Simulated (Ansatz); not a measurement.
# C: the cost of one run

Computed with Ansatz 0.2.0 (DFT LDA, scalar-relativistic, plane waves, PAW, unless a step's input says otherwise).

3 further runs of the same task are left out: 3 set aside as unsound or not needed.

### 1 Starting point

Symmetry: R-3m, No. 166, trigonal system. Conventional cell: a = 2.445 Å, b = 2.445 Å, c = 9.918 Å, α = 90.00°, β = 90.00°, γ = 120.00°. C (site symmetry 3m) is surrounded by 3 C at 1.41 Å.

As a file:

```cif
data_structure
_symmetry_space_group_name_H-M 'R-3m:H'
_symmetry_Int_Tables_number 166
_cell_length_a 2.4450
_cell_length_b 2.4450
_cell_length_c 9.9180
_cell_angle_alpha 90.000
_cell_angle_beta 90.000
_cell_angle_gamma 120.000
_cell_volume 51.35
loop_
_atom_site_label
_atom_site_type_symbol
_atom_site_symmetry_multiplicity
_atom_site_Wyckoff_symbol
_atom_site_fract_x
_atom_site_fract_y
_atom_site_fract_z
_atom_site_occupancy
C1 C 6 c 0.00000 0.00000 0.16657 1
```

It is built from the cell relaxed beforehand with the same method (8.56 Å³/atom).

### 2 The undisturbed cell

input.yaml reads:

```yaml
crystal:
  lattice:
    - [1.222512731, -2.1174541629, 0.0]
    - [1.222512731, 0.7058180543, 3.305997928]
    - [-3.6675381929, -2.1174541629, 0.0]
  atoms:
    - { symbol: C, position: [0.5, 0.4997135168, 0.6665711723] }
    - { symbol: C, position: [1.0, 0.4997135168, 0.1665711723] }
    - { symbol: C, position: [0.5, 0.5002864832, 0.3334288277] }
    - { symbol: C, position: [1.0, 0.5002864832, 0.8334288277] }
basis:
  ecutwfc: 420
kpoints:
  mp_grid: { grid: [10, 8, 6] }
hamiltonian:
  xc: lda
scf:
  occupations: { method: gaussian, width: 0.05 }
output:
  forces: true
  stress: true
  eigenvalues: true
```

On the command line:

```bash
> ansatz run input.yaml --threads 2 --pin off --max-ram 5120MiB --backend cpu --events-out ev --progress --plain --runs-dir out
```

**Question.** How long does this run take on 2 threads of Intel Xeon Platinum 8259CL at 2.50GHz (Skylake/Cascade Lake), shared host, and how much memory does it need?

About 2.7 s, with a peak of 0.39 GiB.
